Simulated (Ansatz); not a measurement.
**C₄H₅F₃: up Jacob's ladder to CCSD(T)**

Aim: compute C₄H₅F₃ with functionals from several rungs and with coupled cluster, and see how far each lands from CCSD(T) at the basis-set limit for the atomisation energy.

The runs use Ansatz 0.2.0, Gaussian basis; functionals in def2-TZVPP, the program's frozen cores in correlated methods.

The runs, in order: LDA (SPW92), PBE-D4, revPBE-D4, BLYP-D4, r2SCAN-D4, B97M-V, PBE0-D4, B3LYP-D4, r2SCANh-D4, r2SCAN0-D4, HSE06-D4, BHLYP-D4, CAM-B3LYP-D4, LC-ωPBE, ωB97X-V, ωB97M-V, B2PLYP, PBE-QIDH; CCSD(T)/def2-SVP; CCSD(T)/def2-TZVPP; MP2/def2-QZVPP; extrapolation to the limit; RPA on PBE.

## Step 1: The geometry

All runs share one geometry, relaxed beforehand with PBE0-D4 in a triple-zeta def2 set.

SMILES `FC1CCC1(F)F`, 12 atoms, charge 0, spin multiplicity 1.

Atoms are counted from 1 here; the program's logs count them from 0.

Bond lengths: F1–C2 1.370 Å, C2–C3 1.537 Å, C2–C5 1.541 Å, C2–H8 1.091 Å, C3–C4 1.549 Å, C3–H9 1.088 Å, C3–H10 1.090 Å, C4–C5 1.524 Å, C4–H11 1.090 Å, C4–H12 1.089 Å, C5–F6 1.358 Å, C5–F7 1.340 Å. Angles: F1–C2–C3 111.8°, F1–C2–C5 111.3°, F1–C2–H8 109.2°, C3–C2–C5 87.5°, C3–C2–H8 119.3°, C5–C2–H8 116.4°, C2–C3–C4 89.9°, C2–C3–H9 114.1°, C2–C3–H10 112.0°, C4–C3–H9 116.8°, C4–C3–H10 113.1°, H9–C3–H10 109.7°, C3–C4–C5 87.7°, C3–C4–H11 112.3°, C3–C4–H12 118.5°, C5–C4–H11 110.6°, C5–C4–H12 115.8°, H11–C4–H12 110.2° and more.

## Step 2: LDA

This LDA is Slater exchange with PW92 correlation.

in.yaml

```yaml
crystal:
  periodic: [false, false, false]
  atoms:
    - {symbol: F, position_ang: [-1.679806, 0.548062, 1.058867]}
    - {symbol: C, position_ang: [-0.533601, 0.852936, 0.372444]}
    - {symbol: C, position_ang: [-0.475039, 0.136243, -0.985794]}
    - {symbol: C, position_ang: [0.394103, -0.980297, -0.355912]}
    - {symbol: C, position_ang: [0.640105, -0.041129, 0.818515]}
    - {symbol: F, position_ang: [1.811601, 0.635318, 0.695169]}
    - {symbol: F, position_ang: [0.592133, -0.549814, 2.057089]}
    - {symbol: H, position_ang: [-0.366099, 1.930452, 0.415870]}
    - {symbol: H, position_ang: [-1.447699, -0.158794, -1.375303]}
    - {symbol: H, position_ang: [0.057803, 0.722492, -1.734078]}
    - {symbol: H, position_ang: [-0.198931, -1.838881, -0.041982]}
    - {symbol: H, position_ang: [1.282329, -1.311789, -0.890785]}
basis:
  gaussian: {orbitals: def2-TZVPP}
hamiltonian: {xc: lda}
output: {orbitals: {seedname: orbitals}}
```

Started as:

```
> ansatz run in.yaml --threads 4 --pin off --events-out ev --progress --plain --max-ram 11315MiB
```

The runs that follow: PBE-D4 (GGA); revPBE-D4 (GGA); BLYP-D4 (GGA); r2SCAN-D4 (meta-GGA); B97M-V (meta-GGA); PBE0-D4 (hybrid); B3LYP-D4 (hybrid); r2SCANh-D4 (hybrid); r2SCAN0-D4 (hybrid); HSE06-D4 (hybrid); BHLYP-D4 (hybrid); CAM-B3LYP-D4 (range-separated); LC-ωPBE (range-separated); ωB97X-V (range-separated); ωB97M-V (range-separated); B2PLYP (double hybrid); PBE-QIDH (double hybrid); CCSD(T) in def2-SVP; CCSD(T) in def2-TZVPP; MP2 in def2-QZVPP; RPA on PBE orbitals.

Before running them: what should the planned runs give, taken together? Wanted: atomisation energy, CCSD(T)/CBS; farthest beyond LDA; mean size of error, GGA; mean size of error, meta-GGA; mean size of error, hybrid; mean size of error, range-separated; mean size of error, double hybrid; gap, smallest and largest; T1 diagnostic.

The runs gave:

```
                               quantity                                            value
        atomisation energy, CCSD(T)/CBS                                    4959.0 kJ/mol
 functionals within 24.8 kJ/mol (0.5 %)  BLYP-D4, B97M-V, B3LYP-D4, r2SCANh-D4, PBE-QIDH
                    farthest beyond LDA                         BHLYP-D4 (-200.9 kJ/mol)
                mean size of error, GGA                                      74.1 kJ/mol
           mean size of error, meta-GGA                                      23.0 kJ/mol
             mean size of error, hybrid                                      69.5 kJ/mol
    mean size of error, range-separated                                      38.2 kJ/mol
      mean size of error, double hybrid                                      28.2 kJ/mol
              gap, smallest and largest        7.15 eV (LDA (SPW92)), 14.95 eV (LC-ωPBE)
                          T1 diagnostic                                           0.0112
triples share of the correlation energy                                            3.5 %
```

The LDA atomisation energy is off by 902.7 kJ/mol (18 %): it overbinds. PBE-D4 misses by +190.8 kJ/mol. Double hybrids carry the basis error of their MP2 part in triple zeta, and no dispersion term here, so their miss is partly the set-up's. Taken by rung, meta-GGA functionals do best (23.0 kJ/mol on average) and GGA ones worst beyond LDA (74.1 kJ/mol). hybrid functionals lie within the reference's doubt of that worst mean (69.5 kJ/mol), so those two tie. The gap between the best rungs is small, so their order is not settled. The reference freezes the cores and leaves out relativity and excitations past (T), so misses under about 24.8 kJ/mol can't be ranked. Hartree-Fock recovers 72 % of the binding; the rest is correlation. CCSD(T) in def2-SVP is off by -206.0 kJ/mol, so the small basis spoils what the method gains. The gap grows from 7.2 to 15.0 eV across the functionals, mostly with the share of exact exchange.
